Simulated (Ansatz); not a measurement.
# CH5B2NS: from a rough start to a minimum, part 2 of 2

Ansatz 0.2.0, Gaussian basis; RKS PBE0-D4/def2-TZVP. Earlier steps stand in the parts before.

## 3. Optimising with PBE0-D4/def2-TZVP

Input file in.yaml:

```yaml
crystal:
  periodic: [false, false, false]
  atoms:
    - {symbol: B, position_ang: [-1.520293, -0.477002, 0.408456]}
    - {symbol: N, position_ang: [-0.152136, -0.774437, 0.658384]}
    - {symbol: B, position_ang: [1.000141, -0.034090, 0.215445]}
    - {symbol: C, position_ang: [0.892833, 1.136601, -0.810300]}
    - {symbol: S, position_ang: [1.306067, 0.549610, -2.285581]}
    - {symbol: H, position_ang: [-2.385130, -1.188277, 0.882940]}
    - {symbol: H, position_ang: [-1.794619, 0.492232, -0.273088]}
    - {symbol: H, position_ang: [0.046970, -1.596105, 1.237735]}
    - {symbol: H, position_ang: [2.101621, -0.353665, 0.626952]}
    - {symbol: H, position_ang: [0.587747, 2.193934, -0.658044]}
basis:
  gaussian: {orbitals: def2-TZVP}
hamiltonian: {xc: pbe0, dispersion: d4}
relax: {f_tol: 0.005, max_steps: 150}
```

Output, shortened:

```text
Functional definition: PBE0
  name "PBE0"
  cite "Adamo & Barone, J. Chem. Phys. 110, 6158 (1999) doi:10.1063/1.478522"
  cite "Perdew, Burke & Ernzerhof, Phys. Rev. Lett. 77, 3865 (1996) doi:10.1103/PhysRevLett.77.3865"
  parent pbe
[...]
1164 factors; their error is unknown
[...]
mean field -14789.86720134 eV, -543.5175947173 hartree, gradient 5.1e-5 eV, S^2 0.000000; 0 other end points of the search recorded, 0 dependent functions left out
[...]
reference -14789.86723571 eV, -543.5175959802 hartree; 22, 22 occupied and 169, 169 virtual orbitals, 1164 factors
relax step   1: F+E_penalty+E_count = -14790.04939872 eV  Δ(F+E_penalty+E_count) = +0.000e0 eV  max|allowed force component| = 8.078e-1 eV/Å  Δτ_max = 0.0000 Å  (30 SCF iters, accepted)
[...]
Atom 0 at    -1.500424    -0.464992     0.401704 Å, force    -0.001444     0.000912     0.000030 eV/Å
Atom 1 at    -0.147768    -0.763634     0.687059 Å, force    -0.000438    -0.000584     0.000737 eV/Å
Atom 2 at     0.997433    -0.064660     0.214603 Å, force     0.000269     0.001983     0.000665 eV/Å
Atom 3 at     0.881852     1.086851    -0.826708 Å, force     0.001243    -0.000573    -0.000508 eV/Å
Atom 4 at     1.335943     0.672573    -2.320866 Å, force    -0.000222    -0.000145    -0.000346 eV/Å
Atom 5 at    -2.365873    -1.134860     0.882413 Å, force     0.000267    -0.000001     0.000072 eV/Å
Atom 6 at    -1.746643     0.461973    -0.310997 Å, force     0.000028    -0.000450    -0.000441 eV/Å
Atom 7 at     0.032592    -1.548215     1.297553 Å, force     0.000580    -0.000524    -0.000615 eV/Å
Atom 8 at     2.083250    -0.390186     0.597798 Å, force    -0.000102     0.000136    -0.000442 eV/Å
Atom 9 at     0.512839     2.093951    -0.619661 Å, force    -0.000180    -0.000754     0.000847 eV/Å
Dipole moment:    -0.060335    -0.065654     0.457281 e Å
```

Run time: 38 s. Hardware: 4 threads, shared host; peak memory 0.51 GiB.

Relaxation path:

| step | energy from step 1 (eV) | largest force component (eV/Å) |
| --- | --- | --- |
| 1 | 0.0000 | 0.8078 |
| 2 | -0.0438 | 0.3933 |
| 3 | -0.0437 | 0.3502 |
| 4 | -0.0524 | 0.0892 |
| 5 | -0.0544 | 0.0797 |
| 6 | -0.0564 | 0.0647 |
| 7 | -0.0568 | 0.0333 |
| 8 | -0.0571 | 0.0293 |
| 9 | -0.0571 | 0.0350 |
| 10 | -0.0571 | 0.0152 |
| 11 | -0.0571 | 0.0020 |

Close pairs (by a distance rule), those that changed most:

| bond | before (Å) | after (Å) | change (Å) |
| --- | --- | --- | --- |
| C4–S5 | 1.641 | 1.616 | -0.025 |
| B3–H9 | 1.218 | 1.197 | -0.022 |
| B1–H7 | 1.216 | 1.195 | -0.021 |
| B1–H6 | 1.216 | 1.195 | -0.021 |
| C4–H10 | 1.111 | 1.092 | -0.019 |
| N2–B3 | 1.439 | 1.422 | -0.017 |
| N2–H8 | 1.025 | 1.010 | -0.015 |
| B1–N2 | 1.422 | 1.414 | -0.008 |

Mulliken charges of the relaxed molecule (report file):

| atom | value (e) |
| --- | --- |
| B1 | -0.03 |
| N2 | -0.25 |
| B3 | 0.09 |
| C4 | -0.11 |
| S5 | -0.15 |
| H6 | 0.01 |
| H7 | 0.01 |
| H8 | 0.23 |
| H9 | 0.04 |
| H10 | 0.15 |

## 4. Harmonic vibrations

Input file in.yaml:

```yaml
crystal:
  periodic: [false, false, false]
  atoms:
    - {symbol: B, position_ang: [-1.500424, -0.464992, 0.401704]}
    - {symbol: N, position_ang: [-0.147768, -0.763634, 0.687059]}
    - {symbol: B, position_ang: [0.997433, -0.064660, 0.214603]}
    - {symbol: C, position_ang: [0.881852, 1.086851, -0.826708]}
    - {symbol: S, position_ang: [1.335943, 0.672573, -2.320866]}
    - {symbol: H, position_ang: [-2.365873, -1.134860, 0.882413]}
    - {symbol: H, position_ang: [-1.746643, 0.461973, -0.310997]}
    - {symbol: H, position_ang: [0.032592, -1.548215, 1.297553]}
    - {symbol: H, position_ang: [2.083250, -0.390186, 0.597798]}
    - {symbol: H, position_ang: [0.512839, 2.093951, -0.619661]}
basis:
  gaussian: {orbitals: def2-TZVP}
hamiltonian: {xc: pbe0, dispersion: d4}
phonons: {temperatures: {t_min: 298.15, t_max: 900, t_step: 200}}
```

Output, shortened:

```text
Functional definition: PBE0
  name "PBE0"
  cite "Adamo & Barone, J. Chem. Phys. 110, 6158 (1999) doi:10.1063/1.478522"
  cite "Perdew, Burke & Ernzerhof, Phys. Rev. Lett. 77, 3865 (1996) doi:10.1103/PhysRevLett.77.3865"
  parent pbe
[...]
1164 factors; their error is unknown
[...]
mean field -14789.92510639 eV, -543.5197226886 hartree, gradient 5.1e-5 eV, S^2 0.000000; 0 other end points of the search recorded, 0 dependent functions left out
[...]
reference -14789.92514090 eV, -543.5197239568 hartree; 22, 22 occupied and 169, 169 virtual orbitals, 1164 factors
[...]
1164 factors; their error is unknown
mean field -14789.92491166 eV, -543.5197155323 hartree, gradient 3.0e-6 eV, S^2 0.000000; 0 other end points of the search recorded, 0 dependent functions left out
[...]
reference -14789.92494616 eV, -543.5197168004 hartree; 22, 22 occupied and 169, 169 virtual orbitals, 1164 factors
[...]
Atom 3 at     0.881852     1.086851    -0.826708 Å, force     0.001285    -0.000501    -0.000580 eV/Å
Atom 4 at     1.335943     0.672573    -2.320866 Å, force    -0.000268    -0.000163    -0.000283 eV/Å
Atom 5 at    -2.365873    -1.134860     0.882413 Å, force     0.000273     0.000018     0.000072 eV/Å
Atom 6 at    -1.746643     0.461973    -0.310997 Å, force     0.000035    -0.000455    -0.000453 eV/Å
Atom 7 at     0.032592    -1.548215     1.297553 Å, force     0.000583    -0.000546    -0.000603 eV/Å
Atom 8 at     2.083250    -0.390186     0.597798 Å, force    -0.000118     0.000123    -0.000466 eV/Å
Atom 9 at     0.512839     2.093951    -0.619661 Å, force    -0.000192    -0.000761     0.000862 eV/Å
Dipole moment:    -0.060334    -0.065655     0.457280 e Å
Vibrations: 59.88 129.95 212.00 276.06 336.60 462.60 720.32 832.87 913.28 925.49 949.14 1001.30 1029.42 1086.45 1163.17 1241.18 1302.08 1371.28 1460.32 2588.28 2622.16 2677.33 3091.61 3596.78 cm⁻¹, zero-point energy 1.862835 eV
```

It took 2.5 min on 4 threads, shared host; peak memory 0.53 GiB.

Motions are named by where the mode's potential energy lies. The modes, unscaled (a negative number is an imaginary wavenumber):

| mode | cm⁻¹ | motion |
| --- | --- | --- |
| 1 | 60 | torsion |
| 2 | 130 | bend with torsion |
| 3 | 212 | bend |
| 4 | 276 | torsion with bend |
| 5 | 337 | torsion |
| 6 | 463 | bend |
| 7 | 720 | mixed, led by torsion |
| 8 | 833 | torsion |
| 9 | 913 | torsion with B–C stretch |
| 10 | 925 | torsion with B–N stretch |
| 11 | 949 | bend |
| 12 | 1001 | bend |
| 13 | 1029 | torsion with out-of-plane bend |
| 14 | 1086 | C–S stretch with bend |
| 15 | 1163 | bend |
| 16 | 1241 | bend |
| 17 | 1302 | bend |
| 18 | 1371 | bend with B–C stretch |
| 19 | 1460 | B–N stretch with bend |
| 20 | 2588 | B–H stretch |
| 21 | 2622 | B–H stretch |
| 22 | 2677 | B–H stretch |
| 23 | 3092 | C–H stretch |
| 24 | 3597 | N–H stretch |

From these modes and the moments of inertia (298.15 K, 1 bar, symmetry number 1):

| term | value |
| --- | --- |
| zero-point energy | 43.0 kcal/mol |
| H(298) − E | 47.6 kcal/mol |
| entropy, translation | 164.2 J/(mol K) |
| entropy, rotation | 110.6 J/(mol K) |
| entropy, vibration | 59.4 J/(mol K) |
| entropy, total | 334.3 J/(mol K) |

## 5. Summary of results

What follows sums up all 2 parts.

| quantity | value |
| --- | --- |
| point group | C1 |
| steps | 19 + 11 |
| shift from the start (rms) | 0.955 Å |
| total energy | -14790.1066 eV |
| dispersion term | -181 meV |
| dipole moment | 2.24 D |
| lowest, highest wavenumber | 60, 3597 cm⁻¹ |
| zero-point energy | 43.0 kcal/mol |
| entropy at 298.15 K | 334.3 J/(mol K) |

The atoms moved 0.96 Å (rms) from the start; the bond that changed most is C4–S5, from 1.471 to 1.616 Å. All wavenumbers are real, so the end point is a minimum. The stiffest mode, 3597 cm⁻¹, is an N–H stretch, and 2 modes under 200 cm⁻¹ make the vibrational entropy uncertain. Harmonic hybrid wavenumbers usually lie a few per cent above measured fundamentals. The largest Mulliken charge, -0.25 e, sits on N2.
